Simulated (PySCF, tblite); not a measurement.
**C4H10OSSi2: geometry, infrared bands and NMR shifts**

What infrared bands and NMR shifts should C4H10OSSi2 (`CS[Si@@H](O)C#CC[SiH3]`) show?

Programs: tblite 0.8.0 and PySCF 2.14.0, with density-fitted response routines of our own. Each step states its level of theory. These are calculated values for one molecule in the gas phase, unless marked as measured. Atoms count from 0, in the outputs and in this text.

### Step 1. The starting structure

18 atoms, charge 0, multiplicity 1; geometry from: force field or distance geometry start.

Bonds of the start (Å): C0–S1 1.81, S1–Si2 2.16, Si2–O3 1.66, Si2–C4 1.86, C4–C5 1.20, C5–C6 1.48, C6–Si7 1.87, C0–H8 1.10, C0–H9 1.08, C0–H10 1.09, Si2–H11 1.48, O3–H12 0.95, C6–H13 1.10, C6–H14 1.09, Si7–H15 1.48, Si7–H16 1.49, Si7–H17 1.49.

### Step 2. Geometry optimisation with GFN2-xTB

Job settings and geometry (Å):

```
{"job": {"kind": "relax", "xc": "GFN2-xTB", "basis": "xTB"}, "charge": 0, "multiplicity": 1}
C     -2.248100     1.175000     1.456500
S     -2.994500     0.177300     0.139400
Si    -1.799500    -1.617000     0.189400
O     -2.496500    -2.604200    -0.950900
C     -0.055100    -1.139100    -0.231300
C      1.066200    -0.816700    -0.516300
C      2.452700    -0.430600    -0.856100
Si     2.761500     1.410500    -0.871600
H     -2.808600     2.111900     1.544000
H     -1.219100     1.417700     1.232000
H     -2.308900     0.658700     2.418100
H     -1.906500    -2.227600     1.532000
H     -2.853100    -2.145300    -1.706600
H      2.711800    -0.848300    -1.837100
H      3.133800    -0.886900    -0.130300
H      4.177100     1.682900    -1.187600
H      2.464300     2.016100     0.453900
H      1.913800     2.071900    -1.902500
```

Command:

```console
> OMP_NUM_THREADS=1 python probes_run.py task.json out
```

The driver reads the jobs from task.json and runs them one after another.

Standard output:

```text
step      E/eV     max force
  0    -664.82297    1.838
  1    -664.86390    2.883
  2    -664.91222    0.785
  3    -664.92650    0.350
  4    -664.93625    0.314
  5    -664.94859    0.438
  6    -664.95346    0.249
  7    -664.95624    0.103
  8    -664.95791    0.138
  9    -664.96003    0.193
 10    -664.96187    0.163
 11    -664.96332    0.107
 12    -664.96455    0.105
 13    -664.96596    0.133
 14    -664.96745    0.126
 15    -664.96852    0.065
 16    -664.96902    0.041
 17    -664.96931    0.046
 18    -664.96963    0.050
 19    -664.96993    0.045
 20    -664.97014    0.046
 21    -664.97033    0.036
 22    -664.97055    0.042
 23    -664.97084    0.042
 24    -664.97113    0.037
 25    -664.97137    0.039
 26    -664.97158    0.037
 27    -664.97180    0.043
 28    -664.97202    0.041
 29    -664.97219    0.029
 30    -664.97233    0.026
 31    -664.97247    0.030
 32    -664.97264    0.037
 33    -664.97281    0.038
 34    -664.97299    0.029
 35    -664.97319    0.042
 36    -664.97340    0.043
 37    -664.97363    0.039
 38    -664.97385    0.036
 39    -664.97407    0.037
 40    -664.97433    0.042
 41    -664.97461    0.041
 42    -664.97487    0.044
 43    -664.97511    0.048
 44    -664.97538    0.048
 45    -664.97573    0.056
 46    -664.97616    0.051
 47    -664.97656    0.043
 48    -664.97689    0.047
 49    -664.97722    0.053
 50    -664.97768    0.074
 51    -664.97829    0.088
 52    -664.97895    0.073
 53    -664.97948    0.042
 54    -664.97987    0.049
 55    -664.98024    0.052
 56    -664.98061    0.059
 57    -664.98089    0.044
 58    -664.98107    0.034
 59    -664.98122    0.036
 60    -664.98147    0.073
 61    -664.98190    0.107
 62    -664.98247    0.110
 63    -664.98293    0.066
 64    -664.98317    0.031
 65    -664.98332    0.034
 66    -664.98353    0.058
 67    -664.98387    0.074
 68    -664.98434    0.067
 69    -664.98482    0.048
 70    -664.98524    0.055
 71    -664.98571    0.072
 72    -664.98637    0.093
 73    -664.98734    0.082
 74    -664.98824    0.068
 75    -664.98884    0.061
 76    -664.98936    0.070
 77    -664.98973    0.047
 78    -664.98991    0.026
 79    -664.99001    0.024
 80    -664.99014    0.034
 81    -664.99030    0.044
 82    -664.99044    0.034
 83    -664.99054    0.019
 84    -664.99057    0.011
 85    -664.99059    0.010
```

Wall time 0.78 s (1 thread of Arm Neoverse V1, shared host); peak memory 0.18 GiB.

Relaxation path: (not every step is listed)

```csv
step,energy from step 0 (eV),largest force (eV/Å)
0,0.0000,1.8384
1,-0.0409,2.8829
2,-0.0892,0.7846
3,-0.1035,0.3498
4,-0.1133,0.3144
5,-0.1256,0.4381
6,-0.1305,0.2487
7,-0.1333,0.1031
8,-0.1349,0.1377
15,-0.1455,0.0647
22,-0.1476,0.0416
29,-0.1492,0.0291
36,-0.1504,0.0427
43,-0.1521,0.0484
50,-0.1547,0.0736
57,-0.1579,0.0439
64,-0.1602,0.0311
71,-0.1627,0.0724
78,-0.1669,0.0260
80,-0.1672,0.0344
81,-0.1673,0.0444
82,-0.1675,0.0339
83,-0.1676,0.0191
84,-0.1676,0.0110
85,-0.1676,0.0096
```

Close pairs (by a distance rule), those that changed most:

```csv
bond,before (Å),after (Å),change (Å)
C6–Si7,1.867,1.917,+0.050
Si2–O3,1.662,1.620,-0.042
C5–C6,1.479,1.437,-0.042
Si7–H17,1.490,1.461,-0.028
Si2–H11,1.479,1.453,-0.026
Si7–H16,1.487,1.464,-0.023
Si2–C4,1.857,1.842,-0.015
Si7–H15,1.476,1.464,-0.012
```

The end geometry stands in the next job.

### Step 3. Infrared spectrum with GFN2-xTB

Job settings and geometry (Å):

```
{"job": {"kind": "ir", "xc": "GFN2-xTB", "basis": "xTB"}, "charge": 0, "multiplicity": 1}
C     -1.815091     1.182341     1.302130
S     -2.849995     0.283155     0.113985
Si    -1.837746    -1.630841     0.136722
O     -2.557329    -2.576941    -0.963342
C     -0.072371    -1.259088    -0.232692
C      1.053771    -0.883440    -0.454110
C      2.386078    -0.420843    -0.730114
Si     2.437062     1.495461    -0.749048
H     -2.138279     2.218085     1.288544
H     -0.774213     1.108530     1.000226
H     -1.953936     0.762263     2.294178
H     -2.027774    -2.297071     1.414250
H     -2.998448    -2.207851    -1.723939
H      2.707816    -0.815942    -1.696406
H      3.067920    -0.812075     0.028475
H      3.802279     1.895974    -1.094215
H      2.079861     1.985634     0.583842
H      1.481636     1.978966    -1.743471
```

Standard output:

```text
mode    cm-1     km/mol
  1       8.4      0.21
  2      36.7      0.03
  3      57.5      3.25
  4      86.4      0.49
  5     106.1      3.10
  6     118.8      0.15
  7     129.5      2.31
  8     150.5     39.36
  9     178.1     52.97
 10     219.7     37.62
 11     262.7     21.40
 12     271.8     20.02
 13     322.6      8.06
 14     374.7      3.93
 15     466.9     48.91
 16     498.5     28.11
 17     511.7      8.24
 18     608.8     32.33
 19     629.8    273.24
 20     672.1    179.94
 21     721.1     12.06
 22     737.1      8.03
 23     753.1      1.05
 24     779.9    234.77
 25     783.4    222.54
 26     786.3    457.35
 27     810.0    392.05
 28     916.8    188.47
 29     956.2      0.21
 30     967.1      4.90
 31    1095.9      5.53
 32    1116.2      6.92
 33    1194.5     37.90
 34    1326.2      5.61
 35    1426.7      2.79
 36    1458.8      2.22
 37    1461.7      3.71
 38    2263.4    263.41
 39    2266.4    405.07
 40    2291.3    205.28
 41    2302.0    408.79
 42    2321.9    233.37
 43    2951.2     25.63
 44    2964.1     36.00
 45    3021.6      5.79
 46    3025.4     12.10
 47    3055.3      3.90
 48    3668.4     39.92
```

Run time: 0.89 s. Hardware: 1 thread of Arm Neoverse V1, shared host; peak memory 0.18 GiB.

The strongest bands and the atoms that carry them (share of the mass-weighted mode):

```csv
cm⁻¹,km/mol,atoms
630,273.2,"H11 60 %, Si2 17 %"
780,234.8,"H15 42 %, H17 27 %"
786,457.4,"H15 38 %, H16 36 %, H17 15 %"
810,392.1,"H12 73 %, O3 15 %"
2263,263.4,H16 96 %
2266,405.1,H15 97 %
2302,408.8,"C5 46 %, C4 41 %"
2322,233.4,H11 96 %
```

### Step 4. NMR shieldings: PBE0/pcSseg-1

Settings changed since step 3:

```diff
@@ -1,2 +1,2 @@
-{"job": {"kind": "ir", "xc": "GFN2-xTB", "basis": "xTB"}, "charge": 0, "multiplicity": 1}
+{"job": {"kind": "nmr", "xc": "PBE0", "basis": "pcSseg-1"}, "charge": 0, "multiplicity": 1}
 C     -1.815091     1.182341     1.302130
```

With the program's defaults for keys left out, this is: GIAO PBE0/pcSseg-1 NMR shielding, non-relativistic, gas phase.

Standard output:

```text
coarse grid: 16504 points
cycle   1  E = -1209.9542668215  dE =  7.629e-01  |g| = 7.792e-01  |ddm| = 4.237e+00
cycle   2  E = -1209.8500657229  dE =  1.042e-01  |g| = 1.086e+00  |ddm| = 1.749e+00
cycle   3  E = -1210.0711336931  dE = -2.211e-01  |g| = 1.349e-01  |ddm| = 1.147e+00
cycle   4  E = -1210.0746135356  dE = -3.480e-03  |g| = 5.669e-02  |ddm| = 1.682e-01
cycle   5  E = -1210.0751784053  dE = -5.649e-04  |g| = 3.314e-02  |ddm| = 6.365e-02
cycle   6  E = -1210.0754439803  dE = -2.656e-04  |g| = 4.918e-03  |ddm| = 2.931e-02
cycle   7  E = -1210.0754497746  dE = -5.794e-06  |g| = 1.201e-03  |ddm| = 6.827e-03
final grid: 145360 points
cycle   8  E = -1210.1349274964  dE = -2.397e-05  |g| = 9.994e-03  |ddm| = 4.357e-02
cycle   9  E = -1210.1349087003  dE =  1.880e-05  |g| = 1.351e-02  |ddm| = 2.168e-02
cycle  10  E = -1210.1349501422  dE = -4.144e-05  |g| = 1.447e-03  |ddm| = 1.288e-02
cycle  11  E = -1210.1349505696  dE = -4.275e-07  |g| = 4.714e-04  |ddm| = 1.534e-03
cycle  12  E = -1210.1349506177  dE = -4.805e-08  |g| = 1.872e-04  |ddm| = 5.357e-04
cycle  13  E = -1210.1349506257  dE = -8.010e-09  |g| = 3.942e-05  |ddm| = 1.698e-04
cycle  14  E = -1210.1349506260  dE = -3.679e-10  |g| = 9.626e-06  |ddm| = 5.873e-05
converged SCF energy = -1210.1349506260

GIAO shielding tensors (ppm)
atom      isotropic    diamagn.    paramagn.     s11        s22        s33       span
  0 C      173.648     254.467     -80.819    159.979    171.160    189.804     29.824
  1 S      674.032    1059.669    -385.636    579.690    636.068    806.339    226.649
  2 Si     378.359     880.341    -501.983    348.078    363.788    423.209     75.131
  3 O      300.401     385.007     -84.606    286.242    300.559    314.401     28.160
  4 C      100.917     267.538    -166.621     13.217     23.301    266.232    253.015
  5 C       73.146     273.227    -200.081    -26.397    -12.784    258.619    285.017
  6 C      185.639     254.094     -68.455    175.039    177.481    204.395     29.356
  7 Si     417.421     879.531    -462.110    389.497    404.758    458.008     68.511
  8 H       29.659      31.130      -1.471     24.339     26.764     37.874     13.535
  9 H       29.544      36.114      -6.571     22.821     28.622     37.188     14.367
 10 H       29.710      31.696      -1.986     24.102     27.261     37.767     13.665
 11 H       26.455      29.225      -2.770     23.488     23.666     32.211      8.723
 12 H       29.960      31.178      -1.217     21.921     25.704     42.257     20.336
 13 H       29.790      28.301       1.488     24.346     28.138     36.885     12.538
 14 H       29.803      28.957       0.846     24.496     28.122     36.791     12.295
 15 H       27.686      28.168      -0.482     24.157     25.145     33.757      9.600
 16 H       27.744      29.949      -2.205     24.724     26.762     31.746      7.022
 17 H       27.680      29.895      -2.215     24.720     26.528     31.793      7.073
```

Wall time 68 s (1 thread of Arm Neoverse V1, shared host); peak memory 0.86 GiB.

Shifts follow as δ = σ(reference) − σ, with reference shieldings (ppm) from runs at the same level and on the same kind of geometry: 1H TMS 31.72, 13C TMS 186.9, 29Si TMS 349.2, 17O H2O 336.1, 33S CS2 504. The references are single molecules in the gas phase, so shifts against H2O, NH3, PH3, H3PO4 or CFCl3 are not on the usual liquid scales and can be off by tens of ppm. Atoms listed in one row are averaged.

```csv
atoms,environment,σ (ppm),δ (ppm),δ scaled to CDCl3
C5,alkyne carbon,73.1,113.8,109.1
C4,alkyne carbon,100.9,86.0,82.0
C0,methyl carbon bonded to S,173.6,13.3,6.6
C6,propargylic sp3 CH2 bonded to Si,185.6,1.3,-0.7
H11,"hydrogen on a silicon bonded to C, O, S",26.45,5.26,–
"H15, H16, H17",hydrogen on a silicon bonded to C,27.70,4.01,–
"H8, H9, H10",hydrogen on a methyl carbon bonded to S,29.64,2.08,2.07
H13,hydrogen on a propargylic sp3 CH2 bonded to Si,29.79,1.93,1.92
H14,hydrogen on a propargylic sp3 CH2 bonded to Si,29.80,1.91,1.91
H12,hydrogen on an oxygen bonded to Si,29.96,1.76,–
S1,"sulfur bonded to C, Si",674,-170,–
Si2,"silicon bonded to C, O, S, H",378.4,-29.2,–
Si7,"silicon bonded to C, 3 H",417.4,-68.3,–
O3,"oxygen bonded to Si, H",300.4,35.7,–
```

The scaled column applies a straight-line fit of computed shieldings to shifts measured in CDCl3, with any fitted terms for Cl, Br or S neighbours (root-mean-square error 0.16 ppm for H, 1.9 ppm for C).

Charges from the same density, by scheme (e):

```csv
atoms,Mulliken,IAO,Hirshfeld,ESP fit
C0,-0.42,-0.49,-0.12,-0.32
S1,-0.35,-0.22,-0.12,-0.35
Si2,0.89,1.09,0.40,0.67
O3,-0.54,-0.78,-0.30,-0.65
C4,-0.47,-0.43,-0.19,-0.36
C5,0.01,0.01,-0.02,0.08
C6,-0.46,-0.55,-0.14,-0.35
Si7,0.51,0.63,0.34,0.46
```

Mayer bond orders: C0–S1 1.00, S1–Si2 0.93, Si2–O3 1.08, Si2–C4 0.94, C4–C5 2.55, C5–C6 1.09, C6–Si7 0.87.

### Step 5. Outcome

```
                                                              quantity                                   value
                             strongest single infrared mode (GFN2-xTB)                    786 cm⁻¹, 457 km/mol
                                          zero-point energy (GFN2-xTB)                           76.0 kcal/mol
                                13C shifts against TMS (PBE0/pcSseg-1)              113.8, 86.0, 13.3, 1.3 ppm
1H shifts against TMS (PBE0/pcSseg-1, means over atoms taken as alike)  5.26, 4.01, 2.08, 1.93, 1.91, 1.76 ppm
                                33S shifts against CS2 (PBE0/pcSseg-1)                                -170 ppm
                               29Si shifts against TMS (PBE0/pcSseg-1)                        -29.2, -68.3 ppm
                                17O shifts against H2O (PBE0/pcSseg-1)                                35.7 ppm
```

In words: Over 85 steps the energy fell by 0.168 eV; of the close pairs, C6–Si7 changed most, 1.867 to 1.917 Å. All 48 modes are real, so the xTB geometry is a minimum. Unscaled tight-binding wavenumbers are off by several per cent, some by more. Its intensities can rank the bands wrongly. At PBE0/pcSseg-1: Shielding is most anisotropic at C5 (span 285 ppm, paramagnetic term -200 ppm).
